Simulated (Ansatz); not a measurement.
# CH₁₂BGaGeSi₂: up Jacob's ladder to CCSD(T)

The task here is to estimate one member of a computed series from the others.

Computed with Ansatz 0.2.0, Gaussian basis. Level: functionals in def2-TZVPP, the program's frozen cores in correlated methods.

Levels to be run: LDA (SPW92), PBE-D4, revPBE-D4, BLYP-D4, r2SCAN-D4, B97M-V, PBE0-D4, B3LYP-D4, r2SCANh-D4, r2SCAN0-D4, HSE06-D4, BHLYP-D4, CAM-B3LYP-D4, LC-ωPBE, ωB97X-V, ωB97M-V, B2PLYP, PBE-QIDH; CCSD(T)/def2-SVP; CCSD(T)/def2-TZVPP; MP2/def2-QZVPP; extrapolation to the limit; RPA on PBE.

**Structure used throughout**

An earlier PBE0-D4 in a triple-zeta def2 set relaxation fixed the geometry.

SMILES `[SiH3][SiH2]B[CH]([GaH2])[GeH3]`, 18 atoms, charge 0, spin multiplicity 1.

Atoms are counted from 1 here; the program's logs count them from 0.

Bond lengths: Si1–Si2 2.348 Å, Si1–H7 1.486 Å, Si1–H8 1.539 Å, Si1–H9 1.485 Å, Si2–B3 2.030 Å, Si2–H10 1.489 Å, Si2–H11 1.491 Å, B3–C4 1.503 Å, B3–H12 1.201 Å, C4–Ga5 2.058 Å, C4–Ge6 1.948 Å, C4–H13 1.095 Å, Ga5–H14 1.571 Å, Ga5–H15 1.562 Å, Ge6–H16 1.539 Å, Ge6–H17 1.544 Å, Ge6–H18 1.540 Å. Angles: Si2–Si1–H7 117.3°, Si2–Si1–H8 107.3°, Si2–Si1–H9 115.9°, H7–Si1–H8 101.3°, H7–Si1–H9 109.6°, H8–Si1–H9 103.4°, Si1–Si2–B3 105.0°, Si1–Si2–H10 107.0°, Si1–Si2–H11 106.9°, B3–Si2–H10 114.9°, B3–Si2–H11 114.7°, H10–Si2–H11 107.7°, Si2–B3–C4 120.6°, Si2–B3–H12 118.1°, C4–B3–H12 120.8°, B3–C4–Ga5 90.7°, B3–C4–Ge6 122.5°, B3–C4–H13 116.9° and more.

The first run:

in.yaml reads:

```yaml
crystal:
  periodic: [false, false, false]
  atoms:
    - {symbol: Si, position_ang: [0.529993, 1.592850, -1.321247]}
    - {symbol: Si, position_ang: [1.852201, 0.680639, 0.390980]}
    - {symbol: B, position_ang: [1.038064, -1.139688, 0.770820]}
    - {symbol: C, position_ang: [-0.454197, -1.318843, 0.805034]}
    - {symbol: Ga, position_ang: [-0.531200, -1.285811, -1.251028]}
    - {symbol: Ge, position_ang: [-1.659975, 0.058920, 1.470494]}
    - {symbol: H, position_ang: [-0.135413, 2.893039, -1.047956]}
    - {symbol: H, position_ang: [-0.685041, 0.665934, -1.506068]}
    - {symbol: H, position_ang: [1.148425, 1.624368, -2.670670]}
    - {symbol: H, position_ang: [3.253734, 0.649150, -0.110195]}
    - {symbol: H, position_ang: [1.800553, 1.636299, 1.534714]}
    - {symbol: H, position_ang: [1.772622, -2.088432, 0.820878]}
    - {symbol: H, position_ang: [-0.827542, -2.316301, 1.058446]}
    - {symbol: H, position_ang: [0.783819, -1.438559, -2.096851]}
    - {symbol: H, position_ang: [-1.958545, -1.566058, -1.821399]}
    - {symbol: H, position_ang: [-1.815440, -0.072240, 2.995672]}
    - {symbol: H, position_ang: [-1.058273, 1.445805, 1.158900]}
    - {symbol: H, position_ang: [-3.053786, -0.021083, 0.819495]}
basis:
  gaussian: {orbitals: def2-TZVPP}
hamiltonian: {xc: lda}
output: {orbitals: {seedname: orbitals}}
```

Command:

```bash
$ ansatz run in.yaml --threads 2 --pin off --events-out ev --progress --plain --max-ram 32768MiB --backend cuda --devices 0, --max-vram 18GiB
```

Steps of the session up to this table: LDA; PBE-D4 (GGA); revPBE-D4 (GGA); BLYP-D4 (GGA); r2SCAN-D4 (meta-GGA); B97M-V (meta-GGA); B3LYP-D4 (hybrid); r2SCANh-D4 (hybrid); r2SCAN0-D4 (hybrid); HSE06-D4 (hybrid); BHLYP-D4 (hybrid); CAM-B3LYP-D4 (range-separated); LC-ωPBE (range-separated); ωB97X-V (range-separated); ωB97M-V (range-separated); B2PLYP (double hybrid); PBE-QIDH (double hybrid).

One of the session's tables, all rows but one given; the rest of the session is left out.

It belongs to the step «Frontier levels by functional». 

```
  functional  HOMO (eV)  LUMO (eV)  gap (eV)
 LDA (SPW92)      -6.54      -2.57      3.97
      PBE-D4      -6.48      -2.37      4.11
   revPBE-D4      -6.44      -2.28      4.16
     BLYP-D4      -6.36      -2.17      4.19
   r2SCAN-D4      -6.72      -2.15      4.57
      B97M-V          ?          ?         ?
     PBE0-D4      -7.60      -1.52      6.08
    B3LYP-D4      -7.42      -1.66      5.76
  r2SCANh-D4      -7.13      -1.85      5.28
  r2SCAN0-D4      -7.75      -1.40      6.35
    HSE06-D4      -7.20      -1.89      5.32
    BHLYP-D4      -8.64      -0.50      8.14
CAM-B3LYP-D4      -8.88      -0.41      8.47
     LC-ωPBE     -10.16       0.61     10.78
     ωB97X-V      -9.86       0.54     10.40
     ωB97M-V      -9.66       0.30      9.96
```

Q: Estimate the row for B97M-V from the others.

**Answer.** HOMO (eV): -6.87; LUMO (eV): -2.27; gap (eV): 4.61. In the column «HOMO (eV)» it lies between r2SCANh-D4 (-7.13) and r2SCAN-D4 (-6.72).
